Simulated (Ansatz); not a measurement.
# FH₃MoN₂O: basis-set convergence

How large a basis does FH₃MoN₂O need? Two functionals are run in growing sets.

Computed with Ansatz 0.2.0, Gaussian basis. Level: one geometry, several basis sets.

Levels to be run: PBE0-D4/def2-SVP; ωB97M-V/def2-SVP; PBE0-D4/def2-QZVPP; ωB97M-V/def2-QZVPP; the functionals' def2-TZVPP values are taken from earlier runs.

### Step 1. The geometry

An earlier PBE0-D4 in a triple-zeta def2 set relaxation fixed the geometry. Mo takes the def2 core potential; no spin-orbit term is included.

SMILES `[NH]=[Mo](=[NH])([OH])[F]`, 8 atoms, charge 0, spin multiplicity 1.

Atoms are counted from 1 here; the program's logs count them from 0.

Bond lengths: N1–Mo2 1.721 Å, N1–H6 1.011 Å, Mo2–N3 1.718 Å, Mo2–O4 1.884 Å, Mo2–F5 1.864 Å, N3–H7 1.010 Å, O4–H8 0.961 Å. Angles: Mo2–N1–H6 152.0°, N1–Mo2–N3 109.9°, N1–Mo2–O4 108.5°, N1–Mo2–F5 108.7°, N3–Mo2–O4 107.3°, N3–Mo2–F5 109.1°, O4–Mo2–F5 113.3°, Mo2–N3–H7 155.9°, Mo2–O4–H8 119.3°.

### Step 2. PBE0-D4 in def2-SVP

File in.yaml:

```yaml
crystal:
  periodic: [false, false, false]
  atoms:
    - {symbol: N, position_ang: [-1.054081, 0.892291, 0.551577]}
    - {symbol: Mo, position_ang: [0.084721, 0.044329, -0.421247]}
    - {symbol: N, position_ang: [1.636233, 0.099349, 0.314016]}
    - {symbol: O, position_ang: [-0.432362, -1.764925, -0.507026]}
    - {symbol: F, position_ang: [0.171868, 0.867235, -2.091219]}
    - {symbol: H, position_ang: [-1.299453, 1.446562, 1.361049]}
    - {symbol: H, position_ang: [2.317314, 0.365657, 1.010995]}
    - {symbol: H, position_ang: [-1.332140, -2.007498, -0.273945]}
basis:
  gaussian: {orbitals: def2-SVP}
hamiltonian: {xc: pbe0, dispersion: d4}
output: {orbitals: {seedname: orbitals}}
```

Started as:

```sh
ansatz run in.yaml --threads 4 --pin off --events-out ev --progress --plain --max-ram 10444MiB
```

The runs that follow: ωB97M-V in def2-SVP; PBE0-D4 in def2-QZVPP; ωB97M-V in def2-QZVPP.

**Question.** What will the summary of the whole plan be? Wanted: PBE0-D4: double and triple zeta above quadruple; ωB97M-V: double and triple zeta above quadruple.

The runs gave:

| quantity | value |
| --- | --- |
| PBE0-D4: double and triple zeta above quadruple | 10.77, 0.55 eV |
| ωB97M-V: double and triple zeta above quadruple | 11.01, 0.53 eV |

In words: PBE0-D4 gains 10.22 eV from double to triple zeta, then 0.55 eV more. These are total energies; as a rule much of such shifts cancels in differences, which this series doesn't test.
